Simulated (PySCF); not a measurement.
# The bond of MnI, level by level

An exercise on one series of results from a longer session: the logs are not shown, and one member is left open.

Method: Mn x2c-TZVPPall, I x2c-TZVPPall, spin-free X2C with a Gaussian nucleus; program: PySCF 2.14.0.

1 further run of the same task is left out (it didn't finish).

The first run:

A driver script around PySCF takes these settings:

```yaml
atoms: Mn, I
charge: 0
basis: Mn x2c-TZVPPall, I x2c-TZVPPall
Hamiltonian: spin-free X2C with a Gaussian nucleus
basis_functions: 124
electrons_treated: 78
masses_in_u: 54.9380, 126.9045
levels: PBE0, PBE, r²SCAN, PBEsol, BHandHLYP, BP86, PW91, HSE06, HF, MP2, SCS-MP2
grid: 80 radial by 434 angular points
occupations: held fixed by the projection of orbital angular momentum
dissociation_limit: Mn + I, each in its ground configuration
starting_distance_in_angstrom: 2.430
values_of_2S_to_try: 0, 2, 4, 6, 8
```

Command:

```sh
$ OMP_NUM_THREADS=2 python dia.py task.json out
```

Steps of the session up to this table: The job; First curve: PBE0; Other states along the same grid; PBE; r²SCAN; PBEsol (GGA); BHandHLYP (global hybrid GGA); BP86 (GGA); PW91 (GGA); HSE06 (range-separated hybrid); UHF.

One table of the session follows, with a row left open; its other results are not shown here.

Energy (eV) from each level's lowest point:

```
R (Å)    UHF  UHF-MP2  UHF-SCS-MP2    PBE  PBEsol
2.238  1.249    0.821        0.901  0.709   0.610
2.342  0.635    0.356        0.408  0.294   0.232
2.446  0.266    0.106        0.135  0.079   0.048
2.524  0.108    0.021        0.034  0.010   0.000
2.602  0.025    0.000        0.000  0.000   0.008
2.680  0.000    0.028        0.016  0.033   0.057
2.784  0.034    0.121        0.095  0.125   0.168
2.914      ?        ?            ?      ?       ?
3.070  0.360    0.558        0.504  0.527   0.611
3.279  0.692    0.939        0.870  0.861   0.968
```

Q: Estimate the row for R (Å) = 2.914 from the others.

Worked estimate for «UHF». A straight line through the neighbours (2.784, 0.034) and (3.070, 0.360) gives 0.034 + (0.360 − 0.034) × (2.914 − 2.784) / (3.070 − 2.784) = 0.182; a parabola fitted to 4 rows on both sides gives 0.161.

The run gave: UHF: 0.152; UHF-MP2: 0.297; UHF-SCS-MP2: 0.257; PBE: 0.290; PBEsol: 0.353. In «UHF» the line misses by +0.030 and the parabola by +0.009.
